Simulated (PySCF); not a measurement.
A run of PySCF 2.14.0 is set up as follows.

run.py

```python
import json
import numpy as np
from pyscf.pbc import gto, scf, dft, df

cell = gto.Cell()
cell.a = '''
 13.0000000000    0.0000000000    0.0000000000
  0.0000000000   11.0000000000    0.0000000000
  0.0000000000    0.0000000000   13.0000000000'''
cell.atom = '''
O    5.4003690000    4.7528800000    6.2638420000
Ga   6.9213690000    5.6398540000    5.9314190000
S    8.1330990000    5.7548150000    7.7465180000
H    4.8312030000    4.7405490000    5.5110640000
H    7.2765940000    6.3286300000    4.5858670000
H    7.2552480000    5.0506500000    8.5206160000'''
cell.unit = 'A'
cell.basis = 'def2-svp'
cell.exp_to_discard = 0
cell.precision = 1e-08
cell.max_memory = 2520  # MB
cell.verbose = 4
cell.build()

res = {}
kpts = cell.make_kpts([1, 1, 1])
mf = dft.KRKS(cell, kpts, xc='pbe0', exxdiv='ewald')
mf = mf.density_fit()
mf.with_df._cderi = 'cderi.h5'  # three-centre integrals saved by an earlier run on this cell, basis and mesh
mf.conv_tol = 1e-08
mf.max_cycle = 60

mf.kernel()
res.update(converged=bool(mf.converged), e_tot=mf.e_tot, nelec=cell.nelectron, nao=cell.nao, mesh=list(map(int, cell.mesh)), a=cell.lattice_vectors().tolist(), coords=cell.atom_coords().tolist(),
           mo_energy=[np.real(x).tolist() for x in mf.mo_energy], mo_occ=[np.real(x).tolist() for x in mf.mo_occ])
import h5py
print('fit functions by k pair:', sorted({v['0'].shape[0] for v in h5py.File(mf.with_df._cderi)['j3c'].values()}))
res.update(kpts=cell.get_scaled_kpts(kpts).tolist())
res['parts'] = {k: float(np.real(v)) for k, v in mf.scf_summary.items() if np.isscalar(v)}
json.dump(res, open('results.json', 'w'))
if not mf.converged:
    raise SystemExit('SCF not converged')

print('levels (eV)')
for i, kp in enumerate(res['kpts'][:40]):
    print('k %7.4f %7.4f %7.4f  ' % tuple(kp), ' '.join('%.3f' % (x * 27.211386) for x in res['mo_energy'][i][:34]))

# Mulliken populations
dm, s = np.asarray(mf.make_rdm1()), np.asarray(mf.get_ovlp())
sites = cell.aoslice_by_atom()[:, 2:]
tot = np.einsum('kij,kji->i', dm, s).real / len(kpts)
res['mulliken'] = [cell.atom_charge(i) - tot[a0:a1].sum() for i, (a0, a1) in enumerate(sites)]
print('Mulliken charges', np.round(res['mulliken'], 5))

from pyscf.pbc.gw.krgw_ac import KRGWAC
gw = KRGWAC(mf, frozen=15)
gw.fc = True
orbs = list(range(26, 32))
gw.kernel(orbs=orbs)
res['orbs'] = orbs
res['qp'] = np.asarray(gw.mo_energy).real.tolist()
res['done'] = True
json.dump(res, open('results.json', 'w'))
```

Potentials or basis: def2-svp (all-electron).

Command:

```bash
$ OMP_NUM_THREADS=2 python -u run.py > log
```

What does it give for the Mulliken charges?

O -0.43; Ga +0.46; S -0.24; H +0.18, -0.08, +0.11 e.

What does it give for the quasiparticle gap?

10.27 eV.

What does it give for the gap between the frontier levels, mean-field level?

6.72 eV.

Caveat: the basis is small and the box finite, so much correlation energy is missing and levels can be off by tenths of an eV; this is a molecule in a periodic box at the Γ point, so its band gap is the HOMO-LUMO gap; total energy, band gap and charges are those of the mean-field reference; relativity is left out, which matters for the heavier elements; the basis of atomic orbitals isn't converged, which shifts pressures, moduli and gaps.
